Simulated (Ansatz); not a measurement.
# RbCClO2: the cost of one run

All numbers below are computed with Ansatz 0.2.0 (DFT, PBE, no spin polarisation, plane waves, PAW).

### Step 1. The cell

It takes space group C2/m (No. 12, monoclinic). Conventional cell: a = 6.281 Å, b = 6.207 Å, c = 9.959 Å, α = 90.00°, β = 95.23°, γ = 90.00°. Around C (site symmetry 2) lie 2 O at 1.34 Å. Cl (site symmetry m) is surrounded by 5 Rb at 3.22 to 3.39 Å. O (site symmetry 1) has 1 C at 1.34 Å as nearest neighbours. Rb (site symmetry m) is surrounded by 4 O at 2.65 to 2.86 Å and 5 Cl at 3.22 to 3.39 Å.

Its coordinates follow in the input file.

It starts from an earlier solution of the starting cell (checkpoint.read).

### Step 2. Relaxing

File input.yaml:

```yaml
crystal:
  lattice:
    - [3.140256, 3.103415, 0.0]
    - [3.140256, -3.103415, 0.0]
    - [0.90819, 0.0, -9.917935]
  atoms:
    - { symbol: C, position: [0.633, 0.367, 0.5] }
    - { symbol: C, position: [0.367, 0.633, 0.5] }
    - { symbol: Cl, position: [0.273, 0.273, 0.8811] }
    - { symbol: Cl, position: [0.727, 0.727, 0.1189] }
    - { symbol: O, position: [0.788, 0.328, 0.6109] }
    - { symbol: O, position: [0.672, 0.212, 0.3891] }
    - { symbol: O, position: [0.212, 0.672, 0.3891] }
    - { symbol: O, position: [0.328, 0.788, 0.6109] }
    - { symbol: Rb, position: [0.7732, 0.7732, 0.777] }
    - { symbol: Rb, position: [0.2268, 0.2268, 0.223] }
  symmetry: { tolerance: 0.0003 }
kpoints:
  mp_grid: { grid: [5, 5, 2], shift: [0, 0, 0] }
magnetization:
  spin_polarized: false
scf:
  occupations: { method: fermi_dirac }
  lower_state_search: "off"
hamiltonian:
  pseudopotentials: { kind: paw }
  xc: pbe
basis:
  ecutwfc: 420
  fft_grid_basis: typed
relax:
  max_steps: 80
  cell: { p_target: 0.0 }
  f_tol: 0.03
output:
  forces: true
  stress: true
  eigenvalues: true
  bader: true
  populations: true
  elf: true
  write_potential: true
  volumetric_format: npy
  dos:
    e_range: [-12, 8]
    de: 0.05
    projected: { site_lists: { C: [C], Cl: [Cl], O: [O], Rb: [Rb] } }
checkpoint:
  read: saved_state
```

Run with:

```
ansatz run input.yaml --threads 2 --pin off --max-ram 2560MiB --backend cpu --events-out ev --progress --plain --runs-dir out
```

**Question.** How long does this run take on 2 threads of Arm Neoverse V1, shared host, and how much memory does it need?

About 5.2 min, with a peak of 0.61 GiB.
